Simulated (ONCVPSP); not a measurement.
# Pseudopotential generation for Gd: ONCV, PBEsol

Task: generate the file, and judge it by its errors in other configurations, its logarithmic derivatives, its ghosts and its cutoff.

Method: ONCVPSP 4.0.1.1 (patched build), PBEsol, scalar-relativistic.

### Step 1. The atom and the settings

The settings as typed:

| Property | Result |
| --- | --- |
| element | gadolinium (Gd, Z = 64) |
| type | optimised norm-conserving Vanderbilt (ONCV) |
| frozen core | [Kr] 4d10 |
| valence charge | 18 |
| reference configuration | 4f7 5s2 5p6 5d1 6s1 (charge +1) |
| partial waves | 5s+6s: rc 2.25 bohr, ncon 4, nbas 8, qcut 4.7 1/bohr, 2 projectors; 5p: rc 2.40 bohr, ncon 4, nbas 8, qcut 6.4 1/bohr, 3 projectors, debl 0.4 Ha; 5d: rc 3.00 bohr, ncon 5, nbas 10, qcut 6.1 1/bohr, 3 projectors, debl 0.6 Ha; 4f: rc 1.50 bohr, ncon 4, nbas 9, qcut 12.2 1/bohr, local |
| local potential | the f channel |
| core correction | Teter function, fcfact 3.5, rcfact 1.8 |

The nodes and maxima of the atom's own shells, from an earlier all-electron run, set the scale for the radii.

All-electron outer shells of the reference configuration (PBEsol, scalar-relativistic, ld1.x):

```tsv
shell	level (eV)	outermost node (bohr)	outermost maximum (bohr)
4d	-153.95	0.27	0.56
5s	-56.12	0.65	1.20
5p	-33.63	0.70	1.35
4f	-15.08	–	0.56
6s	-9.30	1.59	3.21
5d	-8.43	0.79	1.92
6p	-5.71	1.90	4.07
```

### Step 2. Generating the potential

Gd.dat

```
# ATOM AND REFERENCE CONFIGURATION
# atsym  z   nc   nv     iexc    psfile
  Gd 64.00    9    5  -116133      upf
#
#   n    l    f
    1    0    2.00
    2    0    2.00
    2    1    6.00
    3    0    2.00
    3    1    6.00
    3    2   10.00
    4    0    2.00
    4    1    6.00
    4    2   10.00
    4    3    7.00
    5    0    2.00
    5    1    6.00
    5    2    1.00
    6    0    1.00
#
# PSEUDOPOTENTIAL AND OPTIMIZATION
# lmax
    3
#
#   l,   rc,      ep,       ncon, nbas, qcut
    0    2.25    0.00    4    8    4.70
    1    2.40    0.00    4    8    6.40
    2    3.00    0.00    5   10    6.10
    3    1.50    0.00    4    9   12.20
#
# LOCAL POTENTIAL
# lloc, lpopt,  rc(5),   dvloc0
    3    5    1.50    0.00
#
# VANDERBILT-KLEINMAN-BYLANDER PROJECTORs
# l, nproj, debl
    0    2    2.00
    1    3    0.40
    2    3    0.60
    3    0    3.30
#
# MODEL CORE CHARGE
# icmod, fcfact, rcfact
    3    3.50    1.80
#
# LOG DERIVATIVE ANALYSIS
# epsh1, epsh2, depsh
   -4.00    5.00    0.02
#
# OUTPUT GRID
# rlmax, drl
    6.00    0.01
#
# TEST CONFIGURATIONS
# ncnf
    4
# nvcnf
#   n    l    f
    5
    4    3    7.00
    5    0    2.00
    5    1    6.00
    5    2    1.00
    6    0    2.00
#
    5
    4    3    7.00
    5    0    2.00
    5    1    6.00
    5    2    1.00
    6    0    0.00
#
    5
    4    3    7.00
    5    0    2.00
    5    1    6.00
    5    2    0.00
    6    0    0.00
#
    5
    4    3    7.00
    5    0    2.00
    5    1    6.00
    5    2    2.00
    6    0    1.00
#
```

Launch:

```
$ oncvpsp.x < Gd.dat > Gd.out
```

Before running it: what results should come out? Wanted: cutoffs for 1 and 0.1 mHa per electron, occupied waves; bound ghosts; GHOST(+) flags; largest test error; largest phase difference near zero energy, channels read; rms error of d²Exc/dn², without and with the model core; projector energies reset by the program.

The runs gave:

| quantity | value |
| --- | --- |
| cutoffs for 1 and 0.1 mHa per electron, occupied waves | 61 Ha and 67 Ha |
| bound ghosts | s at -220.05 eV |
| GHOST(+) flags | p at 44 eV, d at 161 eV, d at 895 eV (2 near or above the test basis's cutoff) |
| largest test error (AE − PS) | -13 meV, for 4f7 5s2 5p6 5d0 6s0 |
| largest phase difference near zero energy, channels read | 0.091 rad |
| rms error of d²Exc/dn², without and with the model core | 6.14 and 3.40 mHa |
| projector energies reset by the program | p: -1.236, 0.250, 0.650 Ha |

**Reading.** A bound ghost (s) makes it unfit for use: electrons can fall into a state that the atom doesn't have. The worst unpolarised test, 4f7 5s2 5p6 5d0 6s0, is off by 13 meV on 31.8 eV; by total energies transferability rates as good. Atomic tests can pass in spite of a ghost, since they solve only for the levels asked. The potential is hard: the looser tolerance needs 61 Ha. At the looser tolerance the 4f wave is the slowest; 5d needs 9 Ha. Of the channels read, f scatters worst near zero energy, by up to 0.09 rad. The program also flags highly localised states, GHOST(+) (p, d). These are tests on the free atom; a crystal test is still owed.
